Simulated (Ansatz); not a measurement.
# CH3FSSi: the cost of one run

Computed with Ansatz 0.2.0, Gaussian basis. Level: the settings change from run to run.

## (1) The molecule

The structure was relaxed beforehand with PBE0-D4 in a triple-zeta def2 set.

SMILES `FC1[SiH2]S1`, 7 atoms, charge 0, spin multiplicity 1.

Atoms are counted from 1 here; the program's logs count them from 0.

Bond lengths: F1–C2 1.366 Å, C2–Si3 1.856 Å, C2–S4 1.839 Å, C2–H5 1.087 Å, Si3–S4 2.095 Å, Si3–H6 1.477 Å, Si3–H7 1.480 Å. Angles: F1–C2–Si3 119.7°, F1–C2–S4 114.8°, F1–C2–H5 109.9°, Si3–C2–S4 69.1°, Si3–C2–H5 123.7°, S4–C2–H5 112.9°, C2–Si3–S4 55.1°, C2–Si3–H6 117.5°, C2–Si3–H7 120.9°, S4–Si3–H6 118.5°, S4–Si3–H7 118.9°, H6–Si3–H7 113.9°, C2–S4–Si3 55.8°.

Geometry (Å):

```xyz
7
CH3FSSi
F    -1.9090    0.1031    0.4357
C    -0.8131    0.1441   -0.3781
Si    0.8831   -0.0256    0.3551
S    -0.0854   -1.4973   -0.7779
H    -1.0317    0.7358   -1.2629
H     0.9775   -0.2119    1.8173
H     2.0398    0.6838   -0.2350
```

## (2) wB97X-V/cc-pVTZ

This run has atoms shaken by 0.08 Å.

in.yaml

```yaml
crystal:
  periodic: [false, false, false]
  atoms:
    - {symbol: F, position_ang: [-2.057785, 0.026037, 0.378534]}
    - {symbol: C, position_ang: [-0.971246, 0.051980, -0.392578]}
    - {symbol: Si, position_ang: [0.768333, -0.139563, 0.478328]}
    - {symbol: S, position_ang: [0.011144, -1.630053, -0.771772]}
    - {symbol: H, position_ang: [-1.123960, 0.528229, -1.226786]}
    - {symbol: H, position_ang: [0.953209, -0.264721, 1.907232]}
    - {symbol: H, position_ang: [2.118229, 0.678009, -0.319135]}
basis:
  gaussian: {orbitals: cc-pVTZ}
hamiltonian: {xc: {name: wB97X-V}}
output: {forces: true}
```

Started as:

```sh
$ ansatz run in.yaml --threads 2 --pin off --events-out ev --progress --plain --max-ram 4352MiB
```

**Question.** How long does this run take on 2 threads of Arm Neoverse V1, shared host, and how much memory does it need?

About 9 s, with a peak of 0.45 GiB.
